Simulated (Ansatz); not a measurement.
# [closo-1-(F)B7H6]2- (B₇H₆F (-2)): geometry, orbitals and charge

Aim: characterise [closo-1-(F)B7H6]2- (B₇H₆F (-2)) as a singlet: its structure, frontier levels and distribution of charge.

Program: Ansatz 0.2.0, Gaussian basis. Level of theory: RKS PBE0-D4/def2-TZVPD. These are calculated values, not measurements.

Levels to be run: relaxation at PBE-D4/def2-SVPD; a single point at PBE0-D4/def2-TZVPD.

8 further runs of the same task are left out: 4 that didn't finish, 4 set aside as unsound or not needed.

### 1 The system as given

14 atoms, charge -2, spin multiplicity 1.

Atoms are counted from 1 here; the program's logs count them from 0.

Bond lengths: B1–B2 1.640 Å, B1–B3 1.794 Å, B1–B6 1.806 Å, B1–B7 1.640 Å, B1–H8 1.249 Å, B2–B3 1.794 Å, B2–B5 1.640 Å, B2–B6 1.805 Å, B2–H9 1.249 Å, B3–B4 1.791 Å, B3–B5 1.792 Å, B3–B7 1.792 Å, B3–F10 1.503 Å, B4–B5 1.640 Å, B4–B6 1.803 Å, B4–B7 1.640 Å, B4–H11 1.249 Å, B5–B6 1.804 Å and more. Angles: B2–B1–B3 62.8°, B2–B1–B6 63.0°, B2–B1–B7 108.0°, B2–B1–H8 126.0°, B3–B1–B6 78.2°, B3–B1–B7 62.8°, B3–B1–H8 141.4°, B6–B1–B7 62.9°, B6–B1–H8 140.4°, B7–B1–H8 126.0°, B1–B2–B3 62.8°, B1–B2–B5 108.0°, B1–B2–B6 63.0°, B1–B2–H9 126.0°, B3–B2–B5 62.7°, B3–B2–B6 78.2°, B3–B2–H9 141.4°, B5–B2–B6 62.9° and more.

The ion is computed in the gas phase, without counter-ions or solvent.

The start is a GFN2-xTB geometry.

### 2 Optimising with PBE-D4/def2-SVPD

File in.yaml:

```yaml
crystal:
  periodic: [false, false, false]
  atoms:
    - {symbol: B, position_ang: [-0.747350, -1.164930, 0.178090]}
    - {symbol: B, position_ang: [-0.911280, 0.224910, 1.032420]}
    - {symbol: B, position_ang: [-0.736360, 0.371860, -0.746570]}
    - {symbol: B, position_ang: [1.043900, 0.570420, -0.727350]}
    - {symbol: B, position_ang: [0.195330, 1.297840, 0.472770]}
    - {symbol: B, position_ang: [0.768270, -0.385750, 0.775750]}
    - {symbol: B, position_ang: [0.461140, -0.951920, -0.909490]}
    - {symbol: H, position_ang: [-1.419820, -2.205820, 0.333160]}
    - {symbol: H, position_ang: [-1.731150, 0.428180, 1.952580]}
    - {symbol: F, position_ang: [-1.732200, 0.873360, -1.753890]}
    - {symbol: H, position_ang: [1.974970, 1.083120, -1.383150]}
    - {symbol: H, position_ang: [0.366980, 2.462030, 0.891060]}
    - {symbol: H, position_ang: [1.595780, -0.803120, 1.613650]}
    - {symbol: H, position_ang: [0.871810, -1.800190, -1.729030]}
basis:
  gaussian: {orbitals: def2-SVPD}
total_charge: -2
hamiltonian: {xc: pbe, dispersion: d4}
scf: {lower_state_search: "off"}
output: {orbitals: {seedname: orbitals}}
relax: {f_tol: 0.02, max_steps: 100}
```

The run is started by

```bash
> ansatz run in.yaml --threads 4 --pin off --events-out ev --progress --plain --max-ram 4787MiB
```

The runs that follow: Single point, PBE0-D4/def2-TZVPD.

**Question.** What will the summary of the whole plan be? Wanted: point group; commonest bond, hydrogen aside; HOMO, LUMO at PBE0-D4/def2-TZVPD.

**Answer**, as computed:

```
                        quantity                           value
                     point group                             C5v
  commonest bond, hydrogen aside  B–B, 15 of mean length 1.775 Å
HOMO, LUMO at PBE0-D4/def2-TZVPD                   2.42, 6.23 eV
```

In words: The molecule keeps its bonding pattern by the stored test; the atoms moved 0.02 Å (rms). No usable vibrations, so a minimum isn't proven. The HOMO lies nearest to B4 26 %; B5, B7 about 18 % each and the LUMO to H13 21 %; 5 H atoms about 15 % each. Doubts on the single point: highest occupied level lies above zero.
